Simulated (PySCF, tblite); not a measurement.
# C7H14Ge: geometry, infrared bands and NMR shifts

Wanted: the infrared bands and NMR shifts of C7H14Ge (`C[CH](C)[GeH]1[CH2]C=C[CH2]1`), by calculation.

The runs use tblite 0.8.0 and PySCF 2.14.0, with density-fitted response routines of our own; the level of theory stands in each step. All values are computed, except where a source is named. Atoms count from 0, in the outputs and in this text.

**1. The molecule as given**

22 atoms, charge 0, multiplicity 1; geometry from: force field or distance geometry start.

Bonds of the start (Å): C0–C1 1.51, C1–C2 1.48, C1–Ge3 1.93, Ge3–C4 1.97, C4–C5 1.48, C5–C6 1.27, C6–C7 1.47, C7–Ge3 1.96, C0–H8 1.11, C0–H9 1.13, C0–H10 1.10, C1–H11 1.14, C2–H12 1.14, C2–H13 1.10, C2–H14 1.13, Ge3–H15 1.52, C4–H16 1.12, C4–H17 1.11, C5–H18 1.14, C6–H19 1.14, C7–H20 1.11, C7–H21 1.11.

**2. Optimising the geometry with GFN2-xTB**

Job settings and geometry (Å):

```
{"job": {"kind": "relax", "xc": "GFN2-xTB", "basis": "xTB"}, "charge": 0, "multiplicity": 1}
C     -2.361100    -1.206000    -0.537000
C     -1.464800    -0.297600     0.266900
C     -1.920100     1.099300     0.085700
Ge     0.369800    -0.592400    -0.259900
C      1.581300    -0.721100     1.284400
C      2.730500    -0.021400     0.678800
C      2.588000     0.783500    -0.298200
C      1.263200     1.048100    -0.866200
H     -2.189600    -2.277200    -0.297800
H     -3.444000    -0.914400    -0.407500
H     -2.103700    -1.090700    -1.602100
H     -1.603800    -0.558900     1.366900
H     -2.743400     1.335600     0.838900
H     -1.149000     1.872900     0.250900
H     -2.357700     1.182000    -0.950600
H      0.583400    -1.765000    -1.205500
H      1.153800    -0.169500     2.162200
H      1.792200    -1.783900     1.527500
H      3.761100    -0.221100     1.132400
H      3.481500     1.321100    -0.747900
H      1.245200     1.042800    -1.974000
H      0.776700     1.953100    -0.448700
```

Command:

```console
$ OMP_NUM_THREADS=1 python probes_run.py task.json out
```

The driver reads the jobs from task.json and runs them one after another.

**Question.** This job is followed by: GFN2-xTB harmonic vibrations, gas phase; GIAO PBE0/pcSseg-1 NMR shielding, non-relativistic, gas phase. What will the session give for the following? strongest single infrared mode (GFN2-xTB); zero-point energy (GFN2-xTB); 13C shifts against TMS (PBE0/pcSseg-1, means over atoms taken as alike); 1H shifts against TMS (PBE0/pcSseg-1, means over atoms taken as alike); 73Ge shifts against GeMe4 (PBE0/pcSseg-1).

As calculated:

```
                                                               quantity                                   value
                              strongest single infrared mode (GFN2-xTB)                   1851 cm⁻¹, 528 km/mol
                                           zero-point energy (GFN2-xTB)                          115.9 kcal/mol
13C shifts against TMS (PBE0/pcSseg-1, means over atoms taken as alike)             138.9, 22.8, 20.6, 18.4 ppm
 1H shifts against TMS (PBE0/pcSseg-1, means over atoms taken as alike)  6.19, 4.74, 1.80, 1.73, 1.37, 1.15 ppm
                              73Ge shifts against GeMe4 (PBE0/pcSseg-1)                                 -30 ppm
```

What this shows: The optimisation took 213 steps and gained 0.929 eV; among the close pairs (by a distance rule), C1–Ge3 changed most, from 1.931 to 2.015 Å. No mode is imaginary among the 60: a minimum at this level. The strongest single mode, at 1851 cm⁻¹, moves mainly H15. Unscaled tight-binding wavenumbers are off by several per cent, some by more. Its intensities can rank the bands wrongly. C5, C6 (mean) (alkene CH) lies farthest downfield among carbon, at 138.9 ppm; the olefinic region. The most deshielded hydrogen is H18, H19 (mean) (hydrogen on an alkene CH), at 6.19 ppm: olefinic region. At PBE0/pcSseg-1: The largest span, 199 ppm, is at C5, C6, where the paramagnetic term is -207 ppm. Spin-orbit coupling is left out, which matters for shieldings and couplings at and beside the heavy atoms.
